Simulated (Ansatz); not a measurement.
# Hf2N: a tetragonal deformation path

The task here is to estimate one member of a computed series from the others.

Program: Ansatz 0.2.0. Level of theory: DFT PBEsol, scalar-relativistic, plane waves, PAW. These are calculated values, not measurements.

### The starting structure

The structure is tetragonal, space group P4_2/mnm (No. 136). The conventional cell has a = 5.296 Å, b = 5.296 Å, c = 3.227 Å, α = 90.00°, β = 90.00°, γ = 90.00°. Hf (site symmetry m2m) is surrounded by 3 N at 2.21 to 2.22 Å. N (site symmetry mmm) has 6 Hf at 2.21 to 2.22 Å in its first shell of neighbours.

Coordinates:

```
Hf N
1.0
     5.29554    0.00000    0.00000
     0.00000    5.29554    0.00000
     0.00000    0.00000    3.22745
Hf N
4 2
Cartesian
  1.5646 1.5646 0.0000
  3.7309 3.7309 0.0000
  4.2124 1.0831 1.6137
  1.0831 4.2124 1.6137
  0.0000 0.0000 0.0000
  2.6478 2.6478 1.6137
```

It goes back to an entry of the Materials Project, which need not be the stable form.

It is the result of an earlier relaxation at this level (volume 15.08 Å³/atom; gap on the mesh: none (metal)).

Set-up of the first run:

input.yaml

```yaml
crystal:
  lattice:
    - [5.2955389254, 0.0, 0.0]
    - [0.0, 5.2955389254, 0.0]
    - [0.0, 0.0, 3.2274489825]
  atoms:
    - { symbol: Hf, position: [0.2954633019, 0.2954633019, 0.0] }
    - { symbol: Hf, position: [0.7045366981, 0.7045366981, 0.0] }
    - { symbol: Hf, position: [0.7954633019, 0.2045366981, 0.5] }
    - { symbol: Hf, position: [0.2045366981, 0.7954633019, 0.5] }
    - { symbol: "N", position: [0.0, 0.0, 0.0] }
    - { symbol: "N", position: [0.5, 0.5, 0.5] }
basis:
  ecutwfc: 420
kpoints:
  mp_grid: { grid: [10, 10, 16] }
hamiltonian:
  xc: pbesol
scf:
  occupations: { method: gaussian, width: 0.15 }
output:
  forces: true
  stress: true
  eigenvalues: true
```

Run with:

```bash
$ ansatz run input.yaml --threads 1 --pin off --max-ram 2560MiB --backend cpu --events-out ev --progress --plain --runs-dir out
```

Steps of the session up to this table: Zero of the scan; At ρ = 0.850; Point ρ = 1.200; Point ρ = 0.920; Point ρ = 1.100; At ρ = 0.960; Point ρ = 1.050; ρ = 0.800.

One of the session's tables, all rows but one given; the rest of the session is left out.

Collected from the runs (energy zero: the undisturbed cell):

| ρ | ΔE (meV/atom) | pressure (GPa) |
| --- | --- | --- |
| 0.800 | 501.2 | 6.9 |
| 0.850 | 265.9 | 4.4 |
| 0.920 | 67.9 | 1.5 |
| 0.960 | 15.9 | 0.5 |
| 1.000 | 0.0 | 0.0 |
| 1.050 | 21.4 | -0.1 |
| 1.100 | ? | ? |
| 1.200 | 251.9 | 2.1 |

Estimate the missing values for ρ = 1.100.

Worked estimate for «ΔE (meV/atom)». A straight line through the neighbours (1.050, 21.4) and (1.200, 251.9) gives 21.4 + (251.9 − 21.4) × (1.100 − 1.050) / (1.200 − 1.050) = 98.2; a parabola fitted to 3 rows on both sides gives 70.5.

**Answer.** ΔE (meV/atom): 77.9; pressure (GPa): 0.4. In «ΔE (meV/atom)» the line misses by +20.3 and the parabola by -7.4.
